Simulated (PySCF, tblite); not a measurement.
**C6H15BOSi: geometry, infrared bands and NMR shifts**

Wanted: the infrared bands and NMR shifts of C6H15BOSi (`CB1CCOCCC[SiH2]1`), by calculation.

Programs: tblite 0.8.0 and PySCF 2.14.0, with density-fitted response routines of our own. Each step states its level of theory. These are calculated values for one molecule in the gas phase, unless marked as measured. Atoms are numbered from 0 throughout.

### 1 The molecule as given

24 atoms, charge 0, multiplicity 1; geometry from: force field or distance geometry start.

Bonds of the start (Å): C0–B1 1.57, B1–C2 1.62, C2–C3 1.53, C3–O4 1.40, O4–C5 1.41, C5–C6 1.54, C6–C7 1.54, C7–Si8 1.88, Si8–B1 1.95, C0–H9 1.11, C0–H10 1.11, C0–H11 1.12, C2–H12 1.11, C2–H13 1.11, C3–H14 1.12, C3–H15 1.10, C5–H16 1.12, C5–H17 1.12, C6–H18 1.10, C6–H19 1.12, C7–H20 1.11, C7–H21 1.10, Si8–H22 1.46, Si8–H23 1.47.

### 2 Optimising the geometry with GFN2-xTB

Job settings and geometry (Å):

```
{"job": {"kind": "relax", "xc": "GFN2-xTB", "basis": "xTB"}, "charge": 0, "multiplicity": 1}
C     -2.962600     0.767400    -0.254200
B     -1.463100     0.452400     0.103700
C     -1.073600    -0.952600     0.799500
C     -0.419600    -1.913300    -0.201400
O      0.602800    -1.301800    -0.941000
C      1.798000    -1.180200    -0.209100
C      2.360400     0.242900    -0.361600
C      1.604800     1.286000     0.480900
Si    -0.063000     1.765500    -0.251600
H     -3.350300     0.008400    -0.964200
H     -3.054300     1.773800    -0.717900
H     -3.592100     0.740900     0.669900
H     -0.424400    -0.759900     1.675200
H     -2.005400    -1.421900     1.183400
H     -0.054000    -2.819400     0.341600
H     -1.197800    -2.274500    -0.892000
H      1.713400    -1.420100     0.881800
H      2.539800    -1.897000    -0.633700
H      2.369700     0.538300    -1.423900
H      3.420900     0.232200    -0.004000
H      1.457100     0.932500     1.523900
H      2.209400     2.209700     0.520100
H      0.061700     1.985100    -1.690000
H     -0.489600     3.025500     0.372200
```

Started as:

```console
$ OMP_NUM_THREADS=1 python probes_run.py task.json out
```

The driver reads the jobs from task.json and runs them one after another.

**Question.** This job is followed by: GFN2-xTB harmonic vibrations, gas phase; GIAO PBE0/pcSseg-1 NMR shielding, non-relativistic, gas phase. What will the session give for the following? strongest single infrared mode (GFN2-xTB); zero-point energy (GFN2-xTB); ¹³C shifts against TMS (PBE0/pcSseg-1); ¹H shifts against TMS (PBE0/pcSseg-1, means over atoms taken as alike); ¹¹B shifts against BF3·OEt2 (PBE0/pcSseg-1); ¹⁷O shifts against H2O (PBE0/pcSseg-1); ²⁹Si shifts against TMS (PBE0/pcSseg-1).

As calculated:

| quantity | value |
| --- | --- |
| strongest single infrared mode (GFN2-xTB) | 2019 cm⁻¹, 539 km/mol |
| zero-point energy (GFN2-xTB) | 125.0 kcal/mol |
| ¹³C shifts against TMS (PBE0/pcSseg-1) | 72.3, 67.2, 39.0, 31.4, 23.2, 10.9 ppm |
| ¹H shifts against TMS (PBE0/pcSseg-1, means over atoms taken as alike) | 4.09, 3.88, 3.52, 1.93, 1.87, 1.51, 0.86 ppm |
| ¹¹B shifts against BF3·OEt2 (PBE0/pcSseg-1) | 111.5 ppm |
| ¹⁷O shifts against H2O (PBE0/pcSseg-1) | 52.5 ppm |
| ²⁹Si shifts against TMS (PBE0/pcSseg-1) | -81.6 ppm |

What this shows: Over 165 steps the energy fell by 0.421 eV; of the close pairs, C7–Si8 changed most, 1.884 to 1.924 Å. No mode is imaginary among the 66: a minimum at this level. The strongest single mode, at 2019 cm⁻¹, moves mainly H23. GFN2-xTB is a fitted tight-binding method: band positions and strengths are rough. Its intensities can rank the bands wrongly. At PBE0/pcSseg-1: The widest tensor belongs to B1: span 235 ppm, with a paramagnetic part of -206 ppm.
